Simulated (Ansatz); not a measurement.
HfIn4SiO6:

```
Hf In Si O
1.0
     5.69867    0.00381    0.01559
    -0.70506    6.10815   -0.00575
    -2.73718   -1.39557    6.63076
Hf In Si O
1 4 1 6
Direct
  0.11793 0.01556 0.13292
  0.38842 0.99901 0.72891
  0.75865 0.00842 0.49586
  0.23461 0.48841 0.53300
  0.59649 0.48211 0.20528
  0.86778 0.44029 0.85544
  0.55316 0.38738 0.79290
  0.93454 0.38483 0.65596
  0.98414 0.26218 0.00347
  0.99083 0.69806 0.98452
  0.08665 0.06493 0.39374
  0.48680 0.10883 0.21799
```

The cell was built by a generator and needn't be a form met in nature.

Base run:

| Property | Result |
| --- | --- |
| Program | Ansatz 0.2.0 |
| Functional | PBE |
| Potentials or basis | all-electron LAPW, scalar-relativistic |
| Cutoff | 493 eV (chosen from the basis error) |
| Basis error allowed | 0.002 eV/atom |
| k mesh | 4 × 4 × 3 |
| Occupations | fermi-dirac, width 0.05 eV |
| Spin | no spin polarisation |
| Hubbard terms | Hf d U = 3 eV |

Its results: band gap on the k mesh 0.96 eV, indirect (least direct gap 1.18 eV); pressure 0.5 GPa; largest force 0.365 eV/Å.

**Question.** After a change of settings the same cell gave: band gap on the k mesh 0.94 eV, indirect (least direct gap 1.20 eV); pressure 1.1 GPa; largest force 0.792 eV/Å. Which change was it?
A. hubbard terms from Hf d U = 3 eV to Hf d U = 6 eV
B. k mesh from 4 × 4 × 3 to 3 × 3 × 2; hubbard terms from Hf d U = 3 eV to none
C. functional from PBE to LDA; hubbard terms from Hf d U = 3 eV to none
D. k mesh from 4 × 4 × 3 to 5 × 5 × 4; hubbard terms from Hf d U = 3 eV to none

**Answer.** A.

Caveats: U is the effective U less J, on atomic orbitals that reach past the spheres; spin-orbit coupling is left out, which moves the levels of the heavy elements; an odd mesh through Γ misses points on the zone boundary, where band edges often lie.
